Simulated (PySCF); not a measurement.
# C₅H₇BO: reorganisation energies

Aim: compute the reorganisation energies of C₅H₇BO (`COC1=CC=CB1`).

Programs: PySCF 2.14.0, with routines of our own; each step states its level. All values are computed. Atoms count from 0.

### Step 1. The system as given

14 atoms, charge 0, multiplicity 1; geometry from: GFN2-xTB.

### Step 2. Geometry optimisation at BHandHLYP/cc-pVDZ

The job: settings as JSON, then the geometry in Å.

```
{"job": {"xc": "BHandHLYP", "basis": "cc-pVDZ", "grid": 1, "kind": "geom"}, "charge": 0, "multiplicity": 1}
C     -2.429089    -0.232537     0.120077
O     -1.314334    -0.990201    -0.285258
C     -0.089108    -0.419678    -0.138076
C      1.043006    -1.055057    -0.489867
C      2.210063    -0.198647    -0.218818
C      1.870738     0.992662     0.306845
B      0.327000     1.022997     0.434307
H     -3.302401    -0.854036    -0.072809
H     -2.510913     0.696378    -0.452262
H     -2.383475     0.007466     1.186586
H      1.123653    -2.042023    -0.909816
H      3.211273    -0.539418    -0.437487
H      2.604133     1.738846     0.564676
H     -0.361225     1.872776     0.838047
```

Run with:

```sh
$ OMP_NUM_THREADS=1 python excited_run.py task.json out
```

The driver reads the jobs from task.json and runs them one after another.

Log:

```text
step   0  E = -294.57809135  max force = 0.014596
step   1  E = -294.57937439  max force = 0.002989
step   2  E = -294.57950264  max force = 0.003575
step   3  E = -294.57955937  max force = 0.002819
step   4  E = -294.57965818  max force = 0.001362
step   5  E = -294.57967181  max force = 0.001776
step   6  E = -294.57971822  max force = 0.000458
step   7  E = -294.57973479  max force = 0.000231
step   8  E = -294.57973981  max force = 0.000123
optimisation converged
```

Run time: 49 s. Hardware: 1 thread of Intel Xeon at 2.60GHz, shared host; peak memory 0.53 GiB.

Step by step:

```tsv
step	energy from step 0 (eV)	largest force component (eV/Å)
0	0.0000	0.7506
1	-0.0349	0.1537
2	-0.0384	0.1838
3	-0.0399	0.1450
4	-0.0426	0.0700
5	-0.0430	0.0913
6	-0.0443	0.0236
7	-0.0447	0.0119
8	-0.0449	0.0063
```

Close pairs (by a distance rule), those that changed most:

```tsv
bond	before (Å)	after (Å)	change (Å)
B6–H13	1.166	1.194	+0.029
C3–C4	1.473	1.496	+0.023
O1–C2	1.360	1.343	-0.016
C2–B6	1.607	1.615	+0.008
C4–H11	1.080	1.087	+0.007
C3–H10	1.076	1.083	+0.007
C2–C3	1.345	1.339	-0.006
C5–H12	1.078	1.082	+0.004
```

The next job starts from the end point, and lists it.

```tsv
at the end point	value
point group (found at 0.08 Å tolerance)	Cs
rotational constants (GHz, main isotopes)	7.191, 1.925, 1.533
dipole moment (D)	0.75
```

### Step 3. Relaxation after adding or removing an electron (C5H7BO+ (doublet)): UKS BHandHLYP/cc-pVDZ

The job: settings as JSON, then the geometry in Å.

```
{"job": {"kind": "ionopt", "ions": [1], "xc": "BHandHLYP", "basis": "cc-pVDZ", "grid": 1}, "charge": 1, "multiplicity": 2}
C     -2.411219    -0.044512    -0.267437
O     -1.324503    -0.923921    -0.418839
C     -0.102646    -0.450449    -0.123071
C      1.012263    -1.184840    -0.227968
C      2.197407    -0.365386     0.173716
C      1.892671     0.893221     0.539386
B      0.354369     1.007781     0.398690
H     -3.302729    -0.603231    -0.551779
H     -2.315954     0.831350    -0.918117
H     -2.516845     0.293259     0.769056
H      1.072825    -2.216264    -0.552220
H      3.198261    -0.790365     0.158090
H      2.628026     1.618883     0.860115
H     -0.353154     1.944267     0.619862
```

Method: UKS BHandHLYP/cc-pVDZ geometry optimisation of the ion from the geometry of its parent, gas phase.

Log:

```text
step       E/Eh        max force   <S^2>
  0    -294.30484964   0.076369   0.7816
  1    -294.31923555   0.024309   0.7977
  2    -294.32023334   0.010902   0.7979
  3    -294.32037042   0.011289   0.7994
  4    -294.32071112   0.001815   0.7991
  5    -294.32068539   0.002954   0.7992
  6    -294.32071832   0.001082   0.7992
  7    -294.32072449   0.000895   0.7992
  8    -294.32072654   0.000155   0.7993
optimisation converged
```

It took 85 s on 1 thread of Intel Xeon at 2.60GHz, shared host; peak memory 0.67 GiB.

In short:

```tsv
quantity	value
geometry moved (RMSD)	0.078 Å
⟨S²⟩	0.799
```

Bonds of the start that changed most:

```tsv
bond	start (Å)	end (Å)
C3–C4	1.496	1.412
O1–C2	1.343	1.264
C2–C3	1.339	1.416
C4–C5	1.346	1.402
C0–O1	1.406	1.454
B6–C2	1.615	1.634
```

Mulliken spin populations:

C0 -0.01; O1 0.11; C2 0.03; C3 0.51; C4 -0.27; C5 0.62; B6 0.04; H7 0.00; H8 0.01; H9 0.01; H10 -0.02; H11 0.01; H12 -0.03; H13 0.00

### Step 4. Relaxation after adding or removing an electron (C₅H₇BO− (doublet)): UKS BHandHLYP/cc-pVDZ

Settings changed since step 3:

```diff
@@ -1,2 +1,2 @@
-{"job": {"kind": "ionopt", "ions": [1], "xc": "BHandHLYP", "basis": "cc-pVDZ", "grid": 1}, "charge": 1, "multiplicity": 2}
+{"job": {"kind": "ionopt", "ions": [-1], "xc": "BHandHLYP", "basis": "cc-pVDZ", "grid": 1}, "charge": -1, "multiplicity": 2}
 C     -2.411219    -0.044512    -0.267437
```

Level: UKS BHandHLYP/cc-pVDZ geometry optimisation of the ion from the geometry of its parent, gas phase.

Log:

```text
step       E/Eh        max force   <S^2>
  0    -294.59755145   0.069783   0.7625
  1    -294.60603212   0.008649   0.7638
  2    -294.60592248   0.010288   0.7663
  3    -294.60642306   0.002912   0.7668
  4    -294.60645596   0.004179   0.7678
  5    -294.60654159   0.001077   0.7674
  6    -294.60656099   0.000606   0.7678
  7    -294.60657201   0.000481   0.7679
  8    -294.60657718   0.000460   0.7680
  9    -294.60657818   0.000266   0.7680
optimisation converged
```

Run time: 96 s. Hardware: 1 thread of Intel Xeon at 2.60GHz, shared host; peak memory 0.72 GiB.

Key values:

```tsv
quantity	value
geometry moved (RMSD)	0.030 Å
⟨S²⟩	0.768
```

Bonds of the start that changed most:

```tsv
bond	start (Å)	end (Å)
C3–C4	1.496	1.449
C4–C5	1.346	1.386
O1–C2	1.343	1.383
B6–C2	1.615	1.580
C2–C3	1.339	1.369
C5–B6	1.549	1.528
```

### Step 5. Reorganisation energies: UKS BHandHLYP/cc-pVDZ

Settings changed since step 4:

```diff
@@ -1,2 +1,2 @@
-{"job": {"kind": "ionopt", "ions": [-1], "xc": "BHandHLYP", "basis": "cc-pVDZ", "grid": 1}, "charge": -1, "multiplicity": 2}
+{"job": {"kind": "reorg", "ions": [1, -1], "xc": "BHandHLYP", "basis": "cc-pVDZ", "grid": 1}, "charge": 0, "multiplicity": 1}
 C     -2.411219    -0.044512    -0.267437
```

Method: UKS BHandHLYP/cc-pVDZ four-point reorganisation energy, gas phase.

Log:

```text
final grid: 53568 points
cycle   1  E = -294.5186454319  dE =  1.305e+00  |g| = 5.080e-01  |ddm| = 7.026e+00
cycle   2  E = -294.5333110983  dE = -1.467e-02  |g| = 4.827e-01  |ddm| = 1.403e+00
cycle   3  E = -294.5783788048  dE = -4.507e-02  |g| = 7.703e-02  |ddm| = 6.464e-01
cycle   4  E = -294.5792966340  dE = -9.178e-04  |g| = 3.952e-02  |ddm| = 1.449e-01
cycle   5  E = -294.5797078553  dE = -4.112e-04  |g| = 9.562e-03  |ddm| = 7.098e-02
cycle   6  E = -294.5797331877  dE = -2.533e-05  |g| = 2.555e-03  |ddm| = 1.619e-02
cycle   7  E = -294.5797372104  dE = -4.023e-06  |g| = 1.143e-03  |ddm| = 6.446e-03
cycle   8  E = -294.5797391449  dE = -1.935e-06  |g| = 8.125e-04  |ddm| = 5.375e-03
cycle   9  E = -294.5797397085  dE = -5.635e-07  |g| = 2.372e-04  |ddm| = 3.154e-03
cycle  10  E = -294.5797398066  dE = -9.810e-08  |g| = 1.038e-04  |ddm| = 1.585e-03
cycle  11  E = -294.5797398137  dE = -7.102e-09  |g| = 2.675e-05  |ddm| = 4.277e-04
cycle  12  E = -294.5797398141  dE = -4.566e-10  |g| = 5.150e-06  |ddm| = 1.015e-04
converged SCF energy = -294.5797398141

hole transfer: vertical 7.4735 eV, relaxation of the ion converged
  adiabatic 7.0481 eV, lambda(ion) 0.4254, lambda(parent) 0.4483, total 0.8737 eV

electron transfer: vertical 0.5543 eV, relaxation of the ion converged
  adiabatic 0.7303 eV, lambda(ion) 0.1760, lambda(parent) 0.1972, total 0.3732 eV
```

It took 3.7 s on 1 thread of Intel Xeon at 2.60GHz, shared host; peak memory 0.67 GiB.

### Step 6. Summary of results

| quantity | value |
| --- | --- |
| point group | Cs |
| rotational constants (main isotopes) | 7.19, 1.92, 1.53 GHz |
| geometry moved (RMSD) (step 3, UKS BHandHLYP/cc-pVDZ) | 0.078 Å |
| geometry moved (RMSD) (step 4, UKS BHandHLYP/cc-pVDZ) | 0.030 Å |
| hole reorganisation energy (step 5, UKS BHandHLYP/cc-pVDZ) | 0.8737 eV |
| electron reorganisation energy (step 5, UKS BHandHLYP/cc-pVDZ) | 0.3732 eV |

In words: Relaxing lowered the energy by 0.045 eV in 8 steps; the close pair that moved most is B6–H13, from 1.166 to 1.194 Å. No frequency check was run at this level, so the end point may be a saddle. In step 3 (relaxation after adding or removing an electron), among the bonds C3–C4 changes most, from 1.496 to 1.412 Å. In step 4 (relaxation after adding or removing an electron), among the bonds C3–C4 changes most, from 1.496 to 1.449 Å.
